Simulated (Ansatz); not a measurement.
Born–Oppenheimer molecular dynamics of a periodic cell of 36 atoms, Be (start crystal Be, start structure hcp, volume 1.05 times the crystal's). It starts from a structure without forces on its atoms.

Theory: Ansatz 0.2.0, DFT PBE-D3(BJ), scalar-relativistic, plane waves, PAW. Settings: cutoff 420 eV, k mesh 2x2x2, fermi-dirac smearing 0.24 eV, no spin polarisation.

* ensemble: NVT, Langevin thermostat
* time step: 0.75 fs
* steps asked: 90
* set temperature: 2800 K
* friction: 0.02 /fs
* seed: 430677

Frames 0.75 fs apart, positions in Å, forces in eV/Å.

Velocities at 30.0 fs (Å/ps):

```
Be -9.28 10.97 5.97
Be -12.31 6.00 -23.11
Be 17.94 12.04 17.16
Be 12.82 -1.82 9.59
Be -23.15 -8.47 -2.16
Be 0.10 -6.71 13.39
Be 11.28 -1.48 -6.34
Be -17.45 6.13 19.35
Be -5.28 -10.46 -20.67
Be 14.68 -12.53 13.47
Be -12.33 -22.75 36.47
Be 5.83 -26.36 -20.78
Be -11.92 16.14 -6.98
Be 14.02 -2.52 4.34
Be -0.78 -9.69 14.99
Be -0.70 -15.70 -10.96
Be -26.47 -20.66 -12.30
Be 3.38 -4.76 -5.26
Be -7.72 0.14 -8.19
Be 4.78 17.09 12.90
Be 17.78 16.39 11.44
Be -5.41 2.42 4.59
Be 9.38 6.96 17.13
Be -17.26 -18.12 36.19
Be -13.29 -18.79 4.70
Be 0.85 -22.56 -27.90
Be 9.84 7.26 7.66
Be 2.46 2.10 -19.30
Be -3.29 38.75 6.08
Be 2.71 -7.95 19.70
Be 13.66 12.65 7.79
Be -10.56 10.78 -7.91
Be -8.51 -1.70 1.14
Be 0.59 -4.58 -8.04
Be 2.76 21.57 10.05
Be 8.78 13.34 -18.50
```

```xyz
36
Lattice="6.9826 0.0000 0.0000 -3.4913 6.0471 0.0000 0.0000 0.0000 7.2945" Properties=species:S:1:pos:R:3:forces:R:3 time_fs=30.0 energy_less_start_eV=8.210 T=2098
Be 0.073 -0.385 -0.035 -0.06 1.35 -0.82
Be 0.174 0.779 1.535 -0.77 2.04 1.77
Be -0.544 0.205 3.527 1.94 -0.20 -0.44
Be 0.091 1.557 5.523 -0.88 -1.42 -0.20
Be -1.250 2.107 0.227 -0.08 -1.10 -1.06
Be -1.289 3.247 1.830 0.56 1.07 1.27
Be -1.114 2.161 3.814 -0.17 -0.25 -0.92
Be -1.071 3.332 5.451 -0.76 0.45 1.16
Be -2.423 3.960 0.125 0.89 -0.74 -0.10
Be -2.231 5.180 2.167 -0.15 0.94 -1.24
Be -2.307 3.981 3.792 0.23 -0.09 -0.36
Be -1.944 5.372 5.469 -1.83 -0.81 0.33
Be 2.288 -0.250 0.266 -0.79 1.51 -1.03
Be 2.254 1.192 2.007 0.55 0.88 -1.68
Be 2.582 0.160 3.577 -1.22 -0.67 1.99
Be 2.196 1.234 5.609 0.78 1.17 0.12
Be 0.992 2.045 0.242 0.35 -0.50 -2.20
Be 1.359 3.329 1.632 -0.28 0.36 1.17
Be 1.213 2.145 3.556 -0.96 -0.73 0.81
Be 1.110 3.340 5.612 0.53 0.07 -1.00
Be -0.285 3.951 0.054 1.43 0.09 -0.02
Be 0.004 5.167 1.763 0.33 0.45 1.44
Be -0.017 4.098 3.799 -0.58 -0.06 -0.74
Be 0.072 5.553 5.596 0.50 -0.28 0.17
Be 4.419 0.393 0.390 0.06 -1.03 -1.99
Be 4.548 1.459 2.086 0.21 -0.09 0.15
Be 4.486 -0.076 3.645 1.21 0.13 0.54
Be 4.780 1.442 5.575 -0.61 -0.38 0.18
Be 3.096 2.235 0.281 1.62 -1.71 -0.32
Be 3.477 3.561 1.919 0.05 -0.78 0.21
Be 3.338 2.351 3.814 0.06 -1.69 -0.44
Be 3.671 3.486 5.526 -0.54 -0.06 0.14
Be 2.437 3.913 -0.277 -1.20 1.83 1.80
Be 2.281 5.238 1.629 -0.26 0.79 0.58
Be 2.124 4.132 3.523 0.82 0.33 0.35
Be 2.476 5.558 5.398 -1.01 -0.87 0.37
36
Lattice="6.9826 0.0000 0.0000 -3.4913 6.0471 0.0000 0.0000 0.0000 7.2945" Properties=species:S:1:pos:R:3:forces:R:3 time_fs=30.8 energy_less_start_eV=8.190 T=2137
Be 0.067 -0.377 -0.030 -0.02 1.23 -0.98
Be 0.165 0.786 1.518 -0.73 1.89 2.06
Be -0.530 0.215 3.538 1.92 -0.23 -0.58
Be 0.100 1.556 5.529 -0.98 -1.34 -0.29
Be -1.269 2.100 0.226 0.02 -0.99 -1.05
Be -1.290 3.241 1.841 0.56 1.03 1.14
Be -1.104 2.161 3.809 -0.18 -0.21 -0.83
Be -1.084 3.336 5.465 -0.59 0.34 1.11
Be -2.425 3.952 0.111 0.89 -0.61 0.06
Be -2.220 5.170 2.177 -0.23 1.01 -1.24
Be -2.317 3.966 3.821 0.36 0.08 -0.70
Be -1.940 5.352 5.454 -1.89 -0.64 0.43
Be 2.279 -0.239 0.261 -0.75 1.39 -0.98
Be 2.265 1.190 2.008 0.48 0.86 -1.64
Be 2.579 0.152 3.589 -1.15 -0.60 1.90
Be 2.194 1.222 5.600 0.79 1.19 0.16
Be 0.971 2.030 0.232 0.59 -0.29 -2.15
Be 1.362 3.326 1.629 -0.28 0.29 1.11
Be 1.207 2.146 3.550 -0.90 -0.70 0.84
Be 1.115 3.353 5.621 0.43 -0.05 -1.08
Be -0.270 3.962 0.063 1.27 0.00 -0.04
Be 0.001 5.168 1.767 0.32 0.46 1.50
Be -0.010 4.104 3.811 -0.66 -0.11 -0.73
Be 0.059 5.539 5.623 0.65 -0.18 0.04
Be 4.408 0.379 0.392 0.03 -0.96 -2.12
Be 4.549 1.441 2.067 0.24 0.03 0.32
Be 4.495 -0.069 3.653 1.10 0.15 0.56
Be 4.782 1.444 5.561 -0.64 -0.41 0.22
Be 3.095 2.264 0.285 1.59 -2.07 -0.30
Be 3.480 3.554 1.934 0.06 -0.71 0.16
Be 3.348 2.360 3.817 -0.07 -1.85 -0.48
Be 3.664 3.493 5.520 -0.63 -0.10 0.33
Be 2.432 3.914 -0.275 -1.17 2.07 1.73
Be 2.282 5.236 1.622 -0.25 0.78 0.66
Be 2.125 4.148 3.530 0.86 0.20 0.32
Be 2.483 5.567 5.385 -1.04 -0.94 0.53
36
Lattice="6.9826 0.0000 0.0000 -3.4913 6.0471 0.0000 0.0000 0.0000 7.2945" Properties=species:S:1:pos:R:3:forces:R:3 time_fs=31.5 energy_less_start_eV=8.219 T=2139
Be 0.061 -0.372 -0.026 0.03 1.14 -1.11
Be 0.156 0.796 1.504 -0.70 1.74 2.33
Be -0.516 0.225 3.548 1.90 -0.27 -0.70
Be 0.107 1.556 5.535 -1.10 -1.27 -0.38
Be -1.290 2.093 0.226 0.12 -0.88 -1.04
Be -1.289 3.236 1.855 0.56 0.98 0.99
Be -1.091 2.161 3.804 -0.21 -0.16 -0.75
Be -1.099 3.341 5.477 -0.39 0.23 1.09
Be -2.425 3.946 0.097 0.88 -0.49 0.21
Be -2.210 5.160 2.186 -0.31 1.07 -1.24
Be -2.330 3.954 3.850 0.50 0.22 -1.06
Be -1.938 5.332 5.440 -1.95 -0.46 0.54
Be 2.269 -0.228 0.256 -0.70 1.26 -0.93
Be 2.276 1.188 2.007 0.42 0.83 -1.56
Be 2.574 0.143 3.602 -1.06 -0.53 1.77
Be 2.189 1.209 5.588 0.81 1.22 0.21
Be 0.950 2.016 0.220 0.83 -0.07 -2.08
Be 1.364 3.326 1.628 -0.29 0.21 1.03
Be 1.201 2.147 3.546 -0.82 -0.69 0.85
Be 1.121 3.367 5.629 0.35 -0.17 -1.13
Be -0.254 3.971 0.071 1.11 -0.08 -0.06
Be -0.003 5.168 1.770 0.32 0.49 1.55
Be -0.004 4.111 3.822 -0.73 -0.15 -0.70
Be 0.046 5.525 5.649 0.79 -0.09 -0.09
Be 4.396 0.365 0.392 0.01 -0.90 -2.22
Be 4.551 1.422 2.048 0.26 0.15 0.47
Be 4.505 -0.062 3.662 0.96 0.16 0.56
Be 4.788 1.448 5.545 -0.69 -0.46 0.26
Be 3.094 2.294 0.288 1.55 -2.44 -0.29
Be 3.483 3.543 1.949 0.07 -0.62 0.11
Be 3.361 2.365 3.818 -0.21 -2.00 -0.49
Be 3.658 3.496 5.516 -0.75 -0.13 0.52
Be 2.429 3.918 -0.270 -1.17 2.30 1.64
Be 2.284 5.237 1.615 -0.24 0.75 0.73
Be 2.125 4.162 3.535 0.91 0.08 0.30
Be 2.489 5.572 5.373 -1.06 -0.99 0.67
36
Lattice="6.9826 0.0000 0.0000 -3.4913 6.0471 0.0000 0.0000 0.0000 7.2945" Properties=species:S:1:pos:R:3:forces:R:3 time_fs=32.2 energy_less_start_eV=8.311 T=2101
Be 0.054 -0.367 -0.020 0.08 1.07 -1.25
Be 0.145 0.807 1.490 -0.68 1.61 2.59
Be -0.502 0.234 3.556 1.89 -0.31 -0.81
Be 0.114 1.557 5.540 -1.20 -1.19 -0.47
Be -1.310 2.087 0.226 0.20 -0.80 -1.04
Be -1.284 3.233 1.868 0.55 0.91 0.85
Be -1.078 2.159 3.798 -0.27 -0.08 -0.67
Be -1.115 3.343 5.488 -0.18 0.14 1.07
Be -2.424 3.942 0.084 0.87 -0.36 0.37
Be -2.204 5.151 2.195 -0.37 1.12 -1.22
Be -2.342 3.943 3.880 0.64 0.35 -1.45
Be -1.939 5.311 5.428 -1.97 -0.28 0.64
Be 2.258 -0.215 0.250 -0.64 1.12 -0.87
Be 2.288 1.188 2.004 0.34 0.80 -1.44
Be 2.570 0.133 3.616 -0.99 -0.45 1.62
Be 2.182 1.193 5.575 0.84 1.25 0.27
Be 0.929 2.004 0.210 1.06 0.12 -2.04
Be 1.364 3.326 1.627 -0.29 0.15 0.96
Be 1.191 2.150 3.543 -0.71 -0.67 0.84
Be 1.129 3.380 5.635 0.26 -0.28 -1.18
Be -0.242 3.977 0.076 0.98 -0.12 -0.08
Be -0.008 5.166 1.772 0.31 0.52 1.61
Be 0.003 4.119 3.831 -0.81 -0.20 -0.67
Be 0.033 5.511 5.673 0.90 0.01 -0.22
Be 4.383 0.349 0.391 0.00 -0.83 -2.32
Be 4.553 1.405 2.029 0.29 0.27 0.61
Be 4.514 -0.052 3.672 0.82 0.18 0.55
Be 4.795 1.455 5.529 -0.74 -0.53 0.31
Be 3.095 2.323 0.292 1.51 -2.81 -0.28
Be 3.484 3.532 1.963 0.10 -0.53 0.08
Be 3.374 2.367 3.819 -0.35 -2.12 -0.48
Be 3.654 3.499 5.516 -0.88 -0.18 0.67
Be 2.430 3.923 -0.265 -1.20 2.52 1.54
Be 2.286 5.237 1.607 -0.25 0.72 0.81
Be 2.123 4.178 3.539 0.97 -0.06 0.28
Be 2.495 5.576 5.360 -1.07 -1.04 0.82
36
Lattice="6.9826 0.0000 0.0000 -3.4913 6.0471 0.0000 0.0000 0.0000 7.2945" Properties=species:S:1:pos:R:3:forces:R:3 time_fs=33.0 energy_less_start_eV=8.424 T=2049
Be 0.049 -0.360 -0.014 0.12 0.99 -1.39
Be 0.136 0.819 1.480 -0.67 1.51 2.82
Be -0.487 0.245 3.563 1.88 -0.37 -0.91
Be 0.119 1.555 5.545 -1.28 -1.10 -0.56
Be -1.328 2.083 0.225 0.25 -0.74 -1.02
Be -1.277 3.234 1.883 0.52 0.81 0.68
Be -1.065 2.158 3.791 -0.32 -0.01 -0.57
Be -1.132 3.344 5.500 0.05 0.05 1.03
Be -2.425 3.937 0.069 0.88 -0.23 0.55
Be -2.198 5.145 2.200 -0.44 1.13 -1.20
Be -2.353 3.932 3.909 0.75 0.45 -1.84
Be -1.942 5.289 5.416 -1.98 -0.07 0.75
Be 2.248 -0.201 0.242 -0.58 0.97 -0.80
Be 2.299 1.190 2.001 0.26 0.76 -1.31
Be 2.565 0.119 3.627 -0.93 -0.36 1.46
Be 2.175 1.177 5.564 0.85 1.28 0.33
Be 0.908 1.996 0.199 1.27 0.27 -2.00
Be 1.365 3.324 1.625 -0.29 0.11 0.92
Be 1.180 2.152 3.543 -0.61 -0.65 0.82
Be 1.140 3.396 5.639 0.14 -0.41 -1.23
Be -0.230 3.981 0.079 0.87 -0.12 -0.07
Be -0.014 5.164 1.776 0.32 0.55 1.63
Be 0.011 4.128 3.837 -0.89 -0.27 -0.62
Be 0.019 5.496 5.694 1.00 0.11 -0.33
Be 4.368 0.331 0.389 0.02 -0.75 -2.40
Be 4.552 1.387 2.012 0.33 0.41 0.73
Be 4.524 -0.041 3.681 0.68 0.19 0.52
Be 4.802 1.462 5.513 -0.78 -0.60 0.35
Be 3.099 2.350 0.300 1.46 -3.13 -0.30
Be 3.486 3.520 1.975 0.12 -0.43 0.08
Be 3.386 2.366 3.818 -0.48 -2.21 -0.45
Be 3.652 3.502 5.519 -1.02 -0.25 0.77
Be 2.429 3.929 -0.261 -1.22 2.69 1.48
Be 2.290 5.237 1.599 -0.27 0.68 0.88
Be 2.120 4.195 3.543 1.04 -0.21 0.24
Be 2.499 5.579 5.345 -1.07 -1.08 0.98
36
Lattice="6.9826 0.0000 0.0000 -3.4913 6.0471 0.0000 0.0000 0.0000 7.2945" Properties=species:S:1:pos:R:3:forces:R:3 time_fs=33.8 energy_less_start_eV=8.521 T=2017
Be 0.046 -0.350 -0.010 0.15 0.90 -1.52
Be 0.129 0.832 1.470 -0.66 1.42 3.01
Be -0.471 0.256 3.568 1.85 -0.43 -0.97
Be 0.121 1.550 5.552 -1.34 -0.98 -0.66
Be -1.342 2.080 0.220 0.30 -0.70 -0.97
Be -1.270 3.236 1.902 0.48 0.71 0.48
Be -1.054 2.158 3.783 -0.38 0.03 -0.45
Be -1.148 3.348 5.511 0.29 -0.07 0.99
Be -2.424 3.934 0.054 0.88 -0.09 0.72
Be -2.190 5.141 2.202 -0.53 1.11 -1.17
Be -2.359 3.919 3.934 0.84 0.54 -2.21
Be -1.945 5.266 5.406 -1.98 0.18 0.84
Be 2.239 -0.184 0.232 -0.52 0.82 -0.71
Be 2.310 1.192 1.995 0.19 0.71 -1.15
Be 2.559 0.105 3.638 -0.85 -0.25 1.30
Be 2.169 1.162 5.554 0.86 1.30 0.36
Be 0.888 1.991 0.185 1.47 0.39 -1.95
Be 1.366 3.318 1.622 -0.28 0.11 0.89
Be 1.169 2.151 3.544 -0.49 -0.62 0.78
Be 1.150 3.413 5.640 0.03 -0.53 -1.28
Be -0.216 3.983 0.082 0.75 -0.10 -0.05
Be -0.020 5.165 1.782 0.34 0.58 1.60
Be 0.018 4.137 3.838 -0.96 -0.35 -0.55
Be 0.006 5.482 5.714 1.08 0.20 -0.45
Be 4.354 0.314 0.386 0.05 -0.67 -2.45
Be 4.551 1.370 1.995 0.37 0.53 0.83
Be 4.534 -0.027 3.689 0.53 0.20 0.50
Be 4.809 1.468 5.501 -0.81 -0.64 0.37
Be 3.103 2.374 0.309 1.40 -3.38 -0.35
Be 3.488 3.506 1.988 0.14 -0.29 0.07
Be 3.398 2.361 3.814 -0.59 -2.27 -0.39
Be 3.651 3.502 5.523 -1.17 -0.31 0.84
Be 2.429 3.937 -0.259 -1.21 2.81 1.43
Be 2.291 5.240 1.589 -0.26 0.62 0.96
Be 2.117 4.212 3.545 1.10 -0.36 0.20
Be 2.501 5.583 5.333 -1.05 -1.12 1.11
```

Of the whole run (68 fs, mean temperature of the second half 2157 K): The mean temperature of the second half is 23 % below the set value. A run of 0.068 ps of so small a system gives no equilibrium averages. Limits of this set-up: coarse k mesh.

The run took 13 min on 1 thread of Arm Neoverse V1, with other jobs on the host, peak memory 0.65 GiB.
